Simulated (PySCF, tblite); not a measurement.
# C₃H₁₀B₂OS₂: geometry, infrared bands and NMR shifts

Wanted: the infrared bands and NMR shifts of C₃H₁₀B₂OS₂ (`COB(BSC)SC`), by calculation.

Computed with tblite 0.8.0 and PySCF 2.14.0, with density-fitted response routines of our own, on a single molecule in the gas phase. Atoms are numbered from 0 throughout.

## Step 1: The molecule as given

18 atoms, charge 0, multiplicity 1; geometry from: force field or distance geometry start.

Bonds of the start (Å): C0–O1 1.40, O1–B2 1.46, B2–B3 1.66, B3–S4 1.89, S4–C5 1.81, B2–S6 1.89, S6–C7 1.82, C0–H8 1.11, C0–H9 1.12, C0–H10 1.11, B3–H11 1.17, C5–H12 1.12, C5–H13 1.11, C5–H14 1.12, C7–H15 1.12, C7–H16 1.11, C7–H17 1.12.

## Step 2: Optimising the geometry with GFN2-xTB

Job settings and geometry (Å):

```
{"job": {"kind": "relax", "xc": "GFN2-xTB", "basis": "xTB"}, "charge": 0, "multiplicity": 1}
C     -1.613000     1.681400     1.151000
O     -0.847600     0.525800     0.989600
B     -0.776900     0.170100    -0.428000
B      0.469500     0.717000    -1.385200
S      1.827700     1.785600    -0.626100
C      2.853400     0.372400    -0.134300
S     -2.081800    -0.979000    -1.174500
C     -1.155200    -2.491500    -0.752200
H     -1.655700     1.936400     2.231900
H     -2.675800     1.521500     0.818900
H     -1.171000     2.553700     0.623400
H      0.524300     0.389600    -2.511200
H      2.304200    -0.263100     0.603100
H      3.150600    -0.228600    -1.022600
H      3.776400     0.761700     0.357400
H     -1.019800    -2.569100     0.354300
H     -0.174200    -2.495400    -1.264000
H     -1.743600    -3.382000    -1.099700
```

Started as:

```console
OMP_NUM_THREADS=1 python probes_run.py task.json out
```

This one command runs all jobs of the session in turn.

**Question.** This job is followed by: GFN2-xTB harmonic vibrations, gas phase; GIAO PBE0/pcSseg-1 NMR shielding, non-relativistic, gas phase. Predict these results of the whole session: strongest single infrared mode (GFN2-xTB); zero-point energy (GFN2-xTB); ¹³C shifts against TMS (PBE0/pcSseg-1); ¹H shifts against TMS (PBE0/pcSseg-1, means over atoms taken as alike); ¹⁷O shifts against H2O (PBE0/pcSseg-1); ¹¹B shifts against BF3·OEt2 (PBE0/pcSseg-1); ³³S shifts against CS2 (PBE0/pcSseg-1); surface potential, 1st and 99th percentile.

The runs gave:

| quantity | value |
| --- | --- |
| strongest single infrared mode (GFN2-xTB) | 1264 cm⁻¹, 281 km/mol |
| zero-point energy (GFN2-xTB) | 84.1 kcal/mol |
| ¹³C shifts against TMS (PBE0/pcSseg-1) | 56.4, 21.4, 14.7 ppm |
| ¹H shifts against TMS (PBE0/pcSseg-1, means over atoms taken as alike) | 7.90, 4.01, 2.31, 1.98 ppm |
| ¹⁷O shifts against H2O (PBE0/pcSseg-1) | 168.7 ppm |
| ¹¹B shifts against BF3·OEt2 (PBE0/pcSseg-1) | 74.0, 52.1 ppm |
| ³³S shifts against CS2 (PBE0/pcSseg-1) | 129, -17 ppm |
| surface potential, 1st and 99th percentile | -0.98 V and 0.91 V |

In words: Over 165 steps the energy fell by 2.611 eV; of the close pairs, B3–S4 changed most, 1.888 to 1.756 Å. The lowest mode is slightly imaginary (14i cm⁻¹), a soft motion within the noise of the Hessian, so the minimum is not strictly shown. The strongest single mode, at 1264 cm⁻¹, moves mainly B2 and O1. Unscaled tight-binding wavenumbers are off by several per cent, some by more. Its intensities can rank the bands wrongly. The most deshielded carbon is C0 (methyl carbon bonded to O), at 56.4 ppm: pulled downfield by the heteroatom. At PBE0/pcSseg-1: Shielding is most anisotropic at S4 (span 529 ppm, paramagnetic term -684 ppm). By nearest atom (PBE0/pcSseg-1), the HOMO sits on S6 72 %; O1 6 % and the LUMO on B3 46 %; S4 17 %.
